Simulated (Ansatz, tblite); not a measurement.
# The cluster Hg₁₀Te₉F₂: rung by rung

The task here is to estimate one member of a computed series from the others.

Method: as each input shows; program: Ansatz 0.2.0, Gaussian basis.

The runs, in order: GFN1-xTB, GFN2-xTB, PBE-D4/def2-TZVP, r2SCAN-D4/def2-TZVP, r2SCANh-D4/def2-TZVP, PBE-D4/def2-SVP, PBE0-D4/def2-SVP, MP2/def2-SVP.

2 further runs of the same task are left out: 2 set aside as unsound or not needed.

### The structure

The geometry is that of the singlet, from an earlier relaxation (PBE-D4/def2-SVP).

21 atoms, charge 0, spin multiplicity 1.

Bond lengths: F1–Hg4 2.105 Å, F2–Hg8 2.155 Å, Hg3–Te13 2.714 Å, Hg3–Te15 2.731 Å, Hg4–Te14 2.667 Å, Hg5–Te15 2.781 Å, Hg5–Te16 2.799 Å, Hg6–Te13 2.714 Å, Hg6–Te16 2.747 Å, Hg7–Te14 2.718 Å, Hg7–Te17 2.749 Å, Hg8–Te16 3.089 Å, Hg8–Te18 2.673 Å, Hg9–Te18 2.722 Å, Hg9–Te21 2.698 Å, Hg10–Te19 2.718 Å, Hg10–Te20 2.723 Å, Hg11–Te17 2.725 Å and more. Angles: Te13–Hg3–Te15 163.9°, F1–Hg4–Te14 176.1°, Te15–Hg5–Te16 151.1°, Te13–Hg6–Te16 163.0°, Te14–Hg7–Te17 169.5°, F2–Hg8–Te16 90.9°, F2–Hg8–Te18 158.8°, Te16–Hg8–Te18 104.7°, Te18–Hg9–Te21 175.7°, Te19–Hg10–Te20 166.1°, Te17–Hg11–Te20 172.7°, Te19–Hg12–Te21 164.7°, Hg3–Te13–Hg6 73.9°, Hg4–Te14–Hg7 77.9°, Hg3–Te15–Hg5 82.6°, Hg5–Te16–Hg6 79.8°, Hg5–Te16–Hg8 74.4°, Hg6–Te16–Hg8 122.3° and more.

As a file:

```xyz
21
charge 0, multiplicity 1
F    -1.1238   -3.0314   -0.9738
F    -2.5820   -0.1692   -1.3120
Hg    1.5766   -3.3837   -0.6543
Hg   -1.4854   -1.9933   -2.7685
Hg   -0.0325   -0.1827   -0.0313
Hg   -0.6158   -3.2039    1.7549
Hg   -1.2226    1.3635   -3.1234
Hg   -3.4195    0.8512    0.3920
Hg   -1.7690    3.1568    2.5335
Hg    4.0063    0.1981    0.5364
Hg    2.1787    2.6608   -1.1527
Hg    1.5586    1.0024    2.9094
Te    0.9669   -5.3221    1.1444
Te   -1.9277   -0.5228   -4.9493
Te    1.7553   -1.0110   -1.9940
Te   -1.5143   -0.6642    2.2941
Te   -0.5283    2.8906   -0.9451
Te   -4.3905    2.8603    1.8627
Te    2.9007   -1.3297    2.4936
Te    4.8330    2.2199   -1.0896
Te    0.8350    3.6103    3.0729
```

Hg, Te take a core potential in the def2 sets. No spin-orbit coupling is included.

PBE0-D4/def2-TZVP was run before; its log isn't repeated, and its numbers join the tables.

The first run:

Tight binding, by tblite at 300 K electronic temperature and without a spin-polarisation term:

```python
tblite.interface.Calculator('GFN1-xTB', numbers, positions, charge=0, uhf=0).singlepoint()
```

Tight binding, by tblite at 300 K electronic temperature and without a spin-polarisation term:

```python
tblite.interface.Calculator('GFN2-xTB', numbers, positions, charge=0, uhf=0).singlepoint()
```

start.molden holds the orbitals of an earlier run on this state, given as this run's starting guess.

Input file in.yaml:

```yaml
crystal:
  periodic: [false, false, false]
  atoms:
    - {symbol: F, position_ang: [-1.123755, -3.031382, -0.973790]}
    - {symbol: F, position_ang: [-2.581967, -0.169153, -1.311971]}
    - {symbol: Hg, position_ang: [1.576593, -3.383740, -0.654270]}
    - {symbol: Hg, position_ang: [-1.485449, -1.993251, -2.768510]}
    - {symbol: Hg, position_ang: [-0.032476, -0.182699, -0.031310]}
    - {symbol: Hg, position_ang: [-0.615797, -3.203866, 1.754889]}
    - {symbol: Hg, position_ang: [-1.222580, 1.363460, -3.123431]}
    - {symbol: Hg, position_ang: [-3.419521, 0.851212, 0.391987]}
    - {symbol: Hg, position_ang: [-1.768953, 3.156791, 2.533550]}
    - {symbol: Hg, position_ang: [4.006282, 0.198114, 0.536368]}
    - {symbol: Hg, position_ang: [2.178743, 2.660777, -1.152706]}
    - {symbol: Hg, position_ang: [1.558635, 1.002435, 2.909443]}
    - {symbol: Te, position_ang: [0.966912, -5.322148, 1.144382]}
    - {symbol: Te, position_ang: [-1.927680, -0.522795, -4.949267]}
    - {symbol: Te, position_ang: [1.755297, -1.011014, -1.994012]}
    - {symbol: Te, position_ang: [-1.514270, -0.664157, 2.294079]}
    - {symbol: Te, position_ang: [-0.528327, 2.890578, -0.945074]}
    - {symbol: Te, position_ang: [-4.390513, 2.860330, 1.862699]}
    - {symbol: Te, position_ang: [2.900749, -1.329659, 2.493646]}
    - {symbol: Te, position_ang: [4.833033, 2.219856, -1.089557]}
    - {symbol: Te, position_ang: [0.835046, 3.610310, 3.072863]}
basis:
  gaussian: {orbitals: def2-TZVP, fitting: {mean_field: def2-universal-jkfit}, initial_orbitals: start.molden}
hamiltonian: {xc: pbe, dispersion: d4}
scf: {omitted_lower_state_checks: [starts]}
output: {forces: true, orbitals: {seedname: orbitals}}
```

Command:

```bash
> ansatz run in.yaml --threads 4 --pin off --events-out ev --progress --plain --max-ram 46080MiB --backend cuda --devices 0, --max-vram 37GiB
```

Among the steps run: PBE-D4/def2-TZVP; r2SCAN-D4/def2-TZVP; r2SCANh-D4/def2-TZVP; PBE-D4/def2-SVP; PBE0-D4/def2-SVP; MP2/def2-SVP.

One table of the session follows, with a row left open; its other results are not shown here.

It belongs to the step «Binding energy». 

```
               level  binding an atom (eV)
         HF/def2-SVP                 0.444
     PBE-D4/def2-SVP                 1.480
    PBE-D4/def2-TZVP                 1.554
 r2SCAN-D4/def2-TZVP                 1.491
r2SCANh-D4/def2-TZVP                 1.463
    PBE0-D4/def2-SVP                     ?
   PBE0-D4/def2-TZVP                 1.494
        MP2/def2-SVP                 1.232
```

Q: Estimate the row for PBE0-D4/def2-SVP from the others.

**Answer.** binding an atom (eV): 1.405. In the column «binding an atom (eV)» it lies between MP2/def2-SVP (1.232) and r2SCANh-D4/def2-TZVP (1.463).

Limits of these values: Free atoms were run apart at each level; binding is atoms less cluster, divided by the number of atoms, without zero-point or spin-orbit terms.
